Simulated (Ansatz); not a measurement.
# MoNH₃+ (sextet): the correlation ladder, def2-SVP

The task here is to estimate one member of a computed series from the others.

Method: def2-SVP, core rule «outside noble gas», up to 5 orbitals frozen; program: Ansatz 0.2.0, Gaussian basis.

To be run: UHF; CCSD(T) on ROHF; CCSD(T) on UHF; CISD as a restricted active space (open shells left free, so some higher excitations enter); CCSDT(Q) on ROHF; CCSDT(Q) on UHF.

8 further runs of the same task are left out: 2 for a known fault of the program, 1 that didn't finish, 5 set aside as unsound or not needed. Runs told in other sessions of the task aren't counted.

## The geometry

The geometry is a PBE0/def2-TZVP stationary point (not a proven minimum) of the parent state, kept for this charge and spin. No spin-orbit coupling is included. Elements past krypton take def2 core potentials.

5 atoms, charge 1, spin multiplicity 6.

Atoms are counted from 1 here; the program's logs count them from 0.

Bond lengths: Mo1–N2 2.153 Å, N2–H3 1.019 Å, N2–H4 1.019 Å, N2–H5 1.019 Å. Angles: Mo1–N2–H3 110.2°, Mo1–N2–H4 110.2°, Mo1–N2–H5 110.2°, H3–N2–H4 108.7°, H3–N2–H5 108.7°, H4–N2–H5 108.7°.

The first run:

Contents of in.yaml:

```yaml
crystal:
  periodic: [false, false, false]
  atoms:
    - {symbol: Mo, position_ang: [-0.333959, 0.002533, 0.002379]}
    - {symbol: N, position_ang: [1.818840, -0.013794, -0.012958]}
    - {symbol: H, position_ang: [2.163587, -0.972869, -0.010605]}
    - {symbol: H, position_ang: [2.180347, 0.465904, 0.810379]}
    - {symbol: H, position_ang: [2.168482, 0.457576, -0.846169]}
basis:
  gaussian: {orbitals: def2-SVP}
total_charge: 1
magnetization: {spin_polarized: true, initial_magnetization: 5}
hamiltonian: {xc: hf}
output: {orbitals: {seedname: orbitals}}
```

Run with:

```sh
$ ansatz run in.yaml --threads 1 --pin off --events-out ev --progress --plain --max-ram 4096MiB --backend cpu
```

Among the steps run: UHF; CCSD(T) on ROHF; CCSD(T) on UHF; CISD as a restricted active space (open shells left free, so some higher excitations enter); CCSDT(Q) on ROHF; CCSDT(Q) on UHF.

One of the session's tables, all rows but one given; the rest of the session is left out.

| method | from RCCSDT(Q) (meV) |
| --- | --- |
| ROHF | +7320.9 |
| UHF | +7217.5 |
| RMP2 | +772.4 |
| UMP2 | +703.6 |
| RCCSD | +174.6 |
| UCCSD | +124.8 |
| RCCSD(T) | +23.2 |
| UCCSD(T) | ? |
| RCCSDT | +9.9 |
| UCCSDT | -39.5 |
| RCCSDT(Q) | 0 |
| UCCSDT(Q) | -49.7 |

Estimate the missing values for UCCSD(T).

As computed: from RCCSDT(Q) (meV): -26.7. In the column «from RCCSDT(Q) (meV)» it lies between UCCSDT (-39.5) and RCCSDT(Q) (0).

Not comparable, so not listed: CISD as a restricted active space (open shells left free, so some higher excitations enter) (they don't share determinant, frozen orbitals or solution with the rows shown, or repeat one).

Limits of these values: Restricted and unrestricted rows rest on different reference determinants; a gap between their highest levels can come from leftover correlation error, from unlike frozen cores or from another state.
